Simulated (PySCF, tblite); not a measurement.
**C₅H₇FOS: geometry, infrared bands and NMR shifts**

What infrared bands and NMR shifts should C₅H₇FOS (`C=COC(=C)SCF`) show?

Computed with tblite 0.8.0 and PySCF 2.14.0, with density-fitted response routines of our own, on a single molecule in the gas phase. Atoms count from 0, in the outputs and in this text.

## 1. The molecule as given

15 atoms, charge 0, multiplicity 1; geometry from: force field or distance geometry start.

Bonds of the start (Å): C0–C1 1.32, C1–O2 1.38, O2–C3 1.38, C3–C4 1.34, C3–S5 1.77, S5–C6 1.79, C6–F7 1.36, C0–H8 1.08, C0–H9 1.07, C1–H10 1.09, C4–H11 1.09, C4–H12 1.08, C6–H13 1.11, C6–H14 1.14.

## 2. Optimising the geometry with GFN2-xTB

What the job is given:

```
{"job": {"kind": "relax", "xc": "GFN2-xTB", "basis": "xTB"}, "charge": 0, "multiplicity": 1}
C      2.784800     0.131100    -0.359700
C      2.246100    -0.709000     0.503300
O      1.031200    -1.312500     0.264100
C     -0.176100    -0.657100     0.111100
C     -1.191800    -1.386500    -0.380300
S     -0.464800     1.035500     0.557000
C     -2.167100     1.472900     0.203900
F     -2.498700     1.470100    -1.111100
H      2.218000     0.333300    -1.259100
H      3.728600     0.612700    -0.185300
H      2.815000    -0.915600     1.412500
H     -0.942500    -2.418900    -0.630300
H     -2.178500    -0.961300    -0.526300
H     -2.884100     0.805700     0.734600
H     -2.324500     2.507500     0.643700
```

On the command line:

```console
$ OMP_NUM_THREADS=1 python probes_run.py task.json out
```

This one command runs all jobs of the session in turn.

**Question.** This job is followed by: GFN2-xTB harmonic vibrations, gas phase; GIAO PBE0/pcSseg-1 NMR shielding, non-relativistic, gas phase. Predict these results of the whole session: strongest single infrared mode (GFN2-xTB); zero-point energy (GFN2-xTB); ¹³C shifts against TMS (PBE0/pcSseg-1); ¹H shifts against TMS (PBE0/pcSseg-1, means over atoms taken as alike); ¹⁷O shifts against H2O (PBE0/pcSseg-1); ³³S shifts against CS2 (PBE0/pcSseg-1); ¹⁹F shifts against CFCl3 (PBE0/pcSseg-1); surface potential, 1st and 99th percentile.

**Answer**, as computed:

| quantity | value |
| --- | --- |
| strongest single infrared mode (GFN2-xTB) | 1164 cm⁻¹, 268 km/mol |
| zero-point energy (GFN2-xTB) | 67.4 kcal/mol |
| ¹³C shifts against TMS (PBE0/pcSseg-1) | 168.1, 154.9, 106.2, 98.9, 96.4 ppm |
| ¹H shifts against TMS (PBE0/pcSseg-1, means over atoms taken as alike) | 6.54, 5.84, 5.45, 5.28, 4.69, 4.60 ppm |
| ¹⁷O shifts against H2O (PBE0/pcSseg-1) | 212.3 ppm |
| ³³S shifts against CS2 (PBE0/pcSseg-1) | 115 ppm |
| ¹⁹F shifts against CFCl3 (PBE0/pcSseg-1) | -214.4 ppm |
| surface potential, 1st and 99th percentile | -0.87 V and 1.18 V |

What this shows: The optimisation took 93 steps and gained 0.547 eV; among the close pairs (by a distance rule), C6–H14 changed most, from 1.135 to 1.092 Å. No mode is imaginary among the 39: a minimum at this level. The strongest single mode, at 1164 cm⁻¹, is carried by O2, C1, C3. Unscaled tight-binding wavenumbers are off by several per cent, some by more. Its intensities can rank the bands wrongly. The most deshielded hydrogen is H10 (hydrogen on an alkene carbon bearing oxygen), at 6.54 ppm: a vinylic proton, deshielded by the sp2 carbon and the C=C anisotropy. At PBE0/pcSseg-1: The widest tensor belongs to S5: span 296 ppm, with a paramagnetic part of -670 ppm.
